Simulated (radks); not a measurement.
**Pd⁺ inside a hard spherical wall**

Aim: energy, levels and pressure of Pd⁺ as a wall, at which all orbitals vanish, closes in. The configuration stays [Kr] 4d9.

Program: radks (a radial shooting solver on a logarithmic mesh, Libxc functionals) version 1. Level of theory: scalar-relativistic Kohn-Sham, PBE, spin-polarised, spherical densities, finite nucleus; open shells are filled with parallel spins first. These are calculated values, not measurements, unless marked.

## 1. Starting point

```
element            : palladium (Z = 46)
charge             : +1
electrons          : 45
configuration      : [Kr] 4d9
nuclear rms radius : 4.5318 fm
```

Outer shells as boxes (Hund's rule):

Pd⁺
```
[Kr] core
4d [↑↓][↑↓][↑↓][↑↓][↑ ]
```

## 2. The free atom

The run's settings:

```text
Z 46
configuration [Kr] 4d9 5s0 5p0 4f0
relativity scalar-relativistic
functional pbe,pbe
spin polarised
nucleus finite rms 4.5318 fm
c 137.035999084
```

## 3. Wall at 15 bohr

Changes since step 2:

```diff
@@ -6,2 +6,3 @@
 nucleus finite rms 4.5318 fm
+wall 15 bohr
 c 137.035999084
```

## 4. Wall at 10 bohr

Changes since step 3:

```diff
@@ -6,3 +6,3 @@
 nucleus finite rms 4.5318 fm
-wall 15 bohr
+wall 10 bohr
 c 137.035999084
```

## 5. Wall at 6 bohr

Changes since step 4:

```diff
@@ -6,3 +6,3 @@
 nucleus finite rms 4.5318 fm
-wall 10 bohr
+wall 6 bohr
 c 137.035999084
```

## 6. Wall at 3.5 bohr

Changes since step 5:

```diff
@@ -6,3 +6,3 @@
 nucleus finite rms 4.5318 fm
-wall 6 bohr
+wall 3.5 bohr
 c 137.035999084
```

## 7. Wall at 3 bohr

Changes since step 6:

```diff
@@ -6,3 +6,3 @@
 nucleus finite rms 4.5318 fm
-wall 3.5 bohr
+wall 3 bohr
 c 137.035999084
```

## 8. Wall at 2.5 bohr

Changes since step 7:

```diff
@@ -6,3 +6,3 @@
 nucleus finite rms 4.5318 fm
-wall 3 bohr
+wall 2.5 bohr
 c 137.035999084
```

## 9. Wall at 1.5 bohr

Changes since step 8:

```diff
@@ -6,3 +6,3 @@
 nucleus finite rms 4.5318 fm
-wall 2.5 bohr
+wall 1.5 bohr
 c 137.035999084
```

Q: Predict the outcome of this session. Wanted: for each run, R; E − E(free); ε(4d); ε(5s, empty); ε(5p, empty); ε(4f, empty); pressure.

**Answer**, as computed:

```
R (bohr)  E − E(free) (eV)  ε(4d) (eV)  ε(5s, empty) (eV)  ε(5p, empty) (eV)  ε(4f, empty) (eV)  pressure (GPa)
    free             0.000     -14.931            -11.181             -6.332                  -               0
      15            -0.000     -14.931            -11.181             -6.332                  -        < 0.0001
      10             0.000     -14.931            -11.180             -6.314              1.331        < 0.0001
       6             0.063     -14.816            -10.853             -5.270              7.300           0.280
     3.5             6.567     -10.756             -1.495              8.822             26.013            89.5
       3            17.848      -6.417              8.938             22.282             35.918             353
     2.5            53.122       3.285             33.549             51.899             52.799            1691
     1.5            798.45      105.64             305.15             341.36             171.97           97123
```

In words: Eigenvalues are for spin up. At the tightest wall, 1.5 bohr, the energy stands 798.45 eV above the free atom and the pressure, −dE/dV, is 97123 GPa. Of the levels in the table that exist at both ends, 5p (empty) rises most from the free atom (347.69 eV). From R = 2.5 bohr inwards the highest occupied level lies above zero, pushed up by confinement. Shells are not refilled when levels cross, and a hard wall is a model, not a crystal.
